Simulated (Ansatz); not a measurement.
# C2H4BFO: up Jacob's ladder to CCSD(T)

One table from this session's results is given with a row withheld; the runs are named, their logs left out.

Computed with Ansatz 0.2.0, Gaussian basis. Level: functionals in def2-TZVPP, the program's frozen cores in correlated methods.

The runs, in order: LDA (SPW92), PBE-D4, revPBE-D4, BLYP-D4, r2SCAN-D4, B97M-V, PBE0-D4, B3LYP-D4, r2SCANh-D4, r2SCAN0-D4, HSE06-D4, BHLYP-D4, CAM-B3LYP-D4, LC-ωPBE, ωB97X-V, ωB97M-V, B2PLYP, PBE-QIDH; CCSD(T)/def2-SVP; CCSD(T)/def2-TZVPP; MP2/def2-QZVPP; extrapolation to the limit; RPA on PBE.

### The relaxed structure

All runs share one geometry, relaxed beforehand with PBE0-D4 in a triple-zeta def2 set.

9 atoms, charge 0, spin multiplicity 1.

Atoms are counted from 1 here; the program's logs count them from 0.

Bond lengths: C1–C2 1.326 Å, C1–H6 1.082 Å, C1–H7 1.084 Å, C2–F3 1.362 Å, C2–B4 1.557 Å, B4–O5 1.347 Å, B4–H8 1.195 Å, O5–H9 0.964 Å. Angles: C2–C1–H6 118.6°, C2–C1–H7 122.5°, H6–C1–H7 118.9°, C1–C2–F3 118.8°, C1–C2–B4 126.5°, F3–C2–B4 114.7°, C2–B4–O5 120.4°, C2–B4–H8 120.9°, O5–B4–H8 118.8°, B4–O5–H9 112.4°.

Set-up of the first run:

Input file in.yaml:

```yaml
crystal:
  periodic: [false, false, false]
  atoms:
    - {symbol: C, position_ang: [-1.169433, 0.333275, 0.990780]}
    - {symbol: C, position_ang: [0.006548, 0.240783, 0.386102]}
    - {symbol: F, position_ang: [1.081325, 0.862917, 0.944724]}
    - {symbol: B, position_ang: [0.311563, -0.523888, -0.935631]}
    - {symbol: O, position_ang: [1.559105, -0.536453, -1.442312]}
    - {symbol: H, position_ang: [-2.021565, -0.162031, 0.544705]}
    - {symbol: H, position_ang: [-1.307936, 0.885395, 1.913010]}
    - {symbol: H, position_ang: [-0.551616, -1.109039, -1.518534]}
    - {symbol: H, position_ang: [2.180511, -0.037360, -0.899944]}
basis:
  gaussian: {orbitals: def2-TZVPP}
hamiltonian: {xc: lda}
output: {orbitals: {seedname: orbitals}}
```

The run is started by

```
ansatz run in.yaml --threads 2 --pin off --events-out ev --progress --plain --max-ram 4352MiB
```

Steps of the session up to this table: LDA; PBE-D4 (GGA); revPBE-D4 (GGA); BLYP-D4 (GGA); r2SCAN-D4 (meta-GGA); B97M-V (meta-GGA); PBE0-D4 (hybrid); B3LYP-D4 (hybrid); r2SCANh-D4 (hybrid); r2SCAN0-D4 (hybrid); HSE06-D4 (hybrid); BHLYP-D4 (hybrid); CAM-B3LYP-D4 (range-separated); LC-ωPBE (range-separated); ωB97X-V (range-separated); ωB97M-V (range-separated); B2PLYP (double hybrid); PBE-QIDH (double hybrid).

One table of the session follows, with a row left open; its other results are not shown here.

It belongs to the step «Frontier levels by functional». 

```
  functional  HOMO (eV)  gap (eV)
 LDA (SPW92)      -7.03      4.41
      PBE-D4      -6.81      4.46
   revPBE-D4      -6.73      4.48
     BLYP-D4      -6.67      4.46
   r2SCAN-D4      -7.05      4.89
      B97M-V      -7.08      4.96
     PBE0-D4      -8.04      6.64
    B3LYP-D4      -7.82      6.19
  r2SCANh-D4      -7.51      5.70
  r2SCAN0-D4      -8.21      6.91
    HSE06-D4      -7.64      5.85
    BHLYP-D4      -9.12      8.77
CAM-B3LYP-D4      -9.40      9.12
     LC-ωPBE          ?         ?
     ωB97X-V     -10.37     11.20
     ωB97M-V     -10.28     10.98
```

Estimate the missing values for LC-ωPBE.

**Answer.** HOMO (eV): -10.76; gap (eV): 11.66. In the column «HOMO (eV)» it is the lowest.
